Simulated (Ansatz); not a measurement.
# C₃H₇AlGe: one species, many methods

One table from this session's results is given with a row withheld; the runs are named, their logs left out.

Program: Ansatz 0.2.0, Gaussian basis. Level of theory: functionals in def2-TZVPP, the program's frozen cores in correlated methods. These are calculated values, not measurements.

The runs, in order: LDA (SPW92), PBE-D4, revPBE-D4, BLYP-D4, r2SCAN-D4, B97M-V, PBE0-D4, B3LYP-D4, r2SCANh-D4, r2SCAN0-D4, HSE06-D4, BHLYP-D4, CAM-B3LYP-D4, LC-ωPBE, ωB97X-V, ωB97M-V, B2PLYP, PBE-QIDH; CCSD(T)/def2-SVP; CCSD(T)/def2-TZVPP; MP2/def2-QZVPP; extrapolation to the limit; RPA on PBE.

### Structure used throughout

The geometry comes from an earlier relaxation with PBE0-D4 in a triple-zeta def2 set; it is a stationary point, not always the lowest conformer.

SMILES `[CH3][Ge]1([AlH2])[CH]=[CH]1`, 12 atoms, charge 0, spin multiplicity 1.

Atoms are counted from 1 here; the program's logs count them from 0.

Bond lengths: C1–Ge2 1.963 Å, C1–H6 1.091 Å, C1–H7 1.091 Å, C1–H8 1.091 Å, Ge2–Al3 2.435 Å, Ge2–C4 1.954 Å, Ge2–C5 1.954 Å, Al3–H9 1.589 Å, Al3–H10 1.586 Å, C4–C5 1.305 Å, C4–H11 1.083 Å, C5–H12 1.083 Å. Angles: Ge2–C1–H6 110.6°, Ge2–C1–H7 110.7°, Ge2–C1–H8 108.8°, H6–C1–H7 108.6°, H6–C1–H8 109.1°, H7–C1–H8 109.1°, C1–Ge2–Al3 126.7°, C1–Ge2–C4 114.5°, C1–Ge2–C5 114.5°, Al3–Ge2–C4 115.6°, Al3–Ge2–C5 115.5°, C4–Ge2–C5 39.0°, Ge2–Al3–H9 122.0°, Ge2–Al3–H10 117.5°, H9–Al3–H10 120.4°, Ge2–C4–C5 70.5°, Ge2–C4–H11 150.2°, C5–C4–H11 139.3° and more.

Set-up of the first run:

Input file in.yaml:

```yaml
crystal:
  periodic: [false, false, false]
  atoms:
    - {symbol: C, position_ang: [-1.702183, 0.562888, 0.827561]}
    - {symbol: Ge, position_ang: [0.020049, -0.000183, 0.072743]}
    - {symbol: Al, position_ang: [2.095857, -0.356979, 1.294743]}
    - {symbol: C, position_ang: [-0.108306, -0.903197, -1.655147]}
    - {symbol: C, position_ang: [0.218258, 0.346989, -1.840114]}
    - {symbol: H, position_ang: [-2.059022, -0.165797, 1.556862]}
    - {symbol: H, position_ang: [-1.607760, 1.530972, 1.321607]}
    - {symbol: H, position_ang: [-2.430052, 0.644343, 0.019517]}
    - {symbol: H, position_ang: [2.196812, -0.140029, 2.865956]}
    - {symbol: H, position_ang: [3.366375, -0.817369, 0.463758]}
    - {symbol: H, position_ang: [-0.325369, -1.789856, -2.238087]}
    - {symbol: H, position_ang: [0.412243, 1.033115, -2.655398]}
basis:
  gaussian: {orbitals: def2-TZVPP}
hamiltonian: {xc: lda}
output: {orbitals: {seedname: orbitals}}
```

Command:

```console
> ansatz run in.yaml --threads 4 --pin off --events-out ev --progress --plain --max-ram 10444MiB
```

Among the steps run: LDA; PBE-D4 (GGA); revPBE-D4 (GGA); BLYP-D4 (GGA); r2SCAN-D4 (meta-GGA); B97M-V (meta-GGA); PBE0-D4 (hybrid); B3LYP-D4 (hybrid); r2SCANh-D4 (hybrid); r2SCAN0-D4 (hybrid); HSE06-D4 (hybrid); BHLYP-D4 (hybrid); CAM-B3LYP-D4 (range-separated); LC-ωPBE (range-separated); ωB97X-V (range-separated); ωB97M-V (range-separated); B2PLYP (double hybrid); PBE-QIDH (double hybrid).

One table of the session follows, with a row left open; its other results are not shown here.

It belongs to the step «Orbital energies across the functionals». 

```
  functional  HOMO (eV)  LUMO (eV)  gap (eV)
 LDA (SPW92)      -5.70      -2.88      2.82
      PBE-D4      -5.58      -2.68      2.89
   revPBE-D4      -5.52      -2.59      2.93
     BLYP-D4      -5.41      -2.55      2.86
   r2SCAN-D4      -5.77      -2.47      3.30
      B97M-V      -5.79      -2.64      3.14
     PBE0-D4      -6.54      -1.99      4.55
    B3LYP-D4      -6.34      -2.16      4.17
  r2SCANh-D4      -6.13      -2.23      3.90
  r2SCAN0-D4          ?          ?         ?
    HSE06-D4      -6.15      -2.35      3.80
    BHLYP-D4      -7.39      -1.24      6.15
CAM-B3LYP-D4      -7.71      -1.07      6.64
     LC-ωPBE      -8.96      -0.05      8.91
     ωB97X-V      -8.66      -0.15      8.52
     ωB97M-V      -8.54      -0.37      8.17
```

Estimate the missing values for r2SCAN0-D4.

Worked estimate for «HOMO (eV)». Against the share of exact exchange, r2SCAN-D4 (0, -5.77), r2SCANh-D4 (0.1, -6.13) give a slope of -3.60 per unit share; at 0.25 the line stands at -6.67.

**Answer.** HOMO (eV): -6.67; LUMO (eV): -1.87; gap (eV): 4.80. In «HOMO (eV)» the line misses by 0.00.
